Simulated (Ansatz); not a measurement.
# Mg3S2O: the cost of one run

Program: Ansatz 0.2.0. Level of theory: DFT PBE, scalar-relativistic, plane waves, PAW. These are calculated values, not measurements.

## (1) The structure to begin with

Symmetry: P6/mmm, No. 191, hexagonal system. The conventional cell has a = 4.534 Å, b = 4.534 Å, c = 7.407 Å, α = 90.00°, β = 90.00°, γ = 120.00°. Mg (site symmetry 6/mmm) is surrounded by 6 Mg at 2.62 Å. Around Mg (site symmetry -6m2) lie 6 Mg at 2.62 Å. S (site symmetry -6m2) is surrounded by 3 O at 2.62 Å and 3 S at 2.62 Å. O (site symmetry 6/mmm) has 6 S at 2.62 Å in its first shell of neighbours.

As a file:

```cif
data_structure
_symmetry_space_group_name_H-M 'P 1'
_symmetry_Int_Tables_number 1
_cell_length_a 4.5341
_cell_length_b 4.5341
_cell_length_c 7.4067
_cell_angle_alpha 90.000
_cell_angle_beta 90.000
_cell_angle_gamma 120.000
_cell_volume 131.87
loop_
_atom_site_label
_atom_site_type_symbol
_atom_site_fract_x
_atom_site_fract_y
_atom_site_fract_z
_atom_site_occupancy
Mg1 Mg 0.00000 0.00000 0.00000 1
Mg2 Mg 0.33333 0.66667 0.00000 1
Mg3 Mg 0.66667 0.33333 0.00000 1
S1 S 0.33333 0.66667 0.50000 1
S2 S 0.66667 0.33333 0.50000 1
O1 O 0.00000 0.00000 0.50000 1
```

A structure generator made this guess: random cell by space group and Wyckoff sites (P6/mmm, No. 191). The dimensions are guesses.

## (2) The guess as it stands, on a coarse mesh

input.yaml reads:

```yaml
crystal:
  lattice:
    - [4.53412615, 0.0, 0.0]
    - [-2.26706307, 3.92666843, 0.0]
    - [0.0, 0.0, 7.40671257]
  atoms:
    - { symbol: Mg, position: [0.0, 0.0, 0.0] }
    - { symbol: Mg, position: [0.33333333, 0.66666667, 0.0] }
    - { symbol: Mg, position: [0.66666667, 0.33333333, 0.0] }
    - { symbol: S, position: [0.33333333, 0.66666667, 0.5] }
    - { symbol: S, position: [0.66666667, 0.33333333, 0.5] }
    - { symbol: O, position: [0.0, 0.0, 0.5] }
basis:
  ecutwfc: 420
kpoints:
  mp_grid: { grid: [6, 6, 4] }
hamiltonian:
  xc: pbe
scf:
  occupations: { method: gaussian, width: 0.1 }
  lower_state_search: "off"
output:
  forces: true
  stress: true
  eigenvalues: true
```

Run with:

```console
$ ansatz run input.yaml --threads 1 --pin off --max-ram 2560MiB --backend cpu --events-out ev --progress --plain --runs-dir out
```

What time and memory should one allow on 1 thread of Intel Xeon at 2.50GHz (Skylake/Cascade Lake), shared host?

About 9 s, with a peak of 0.4 GiB.
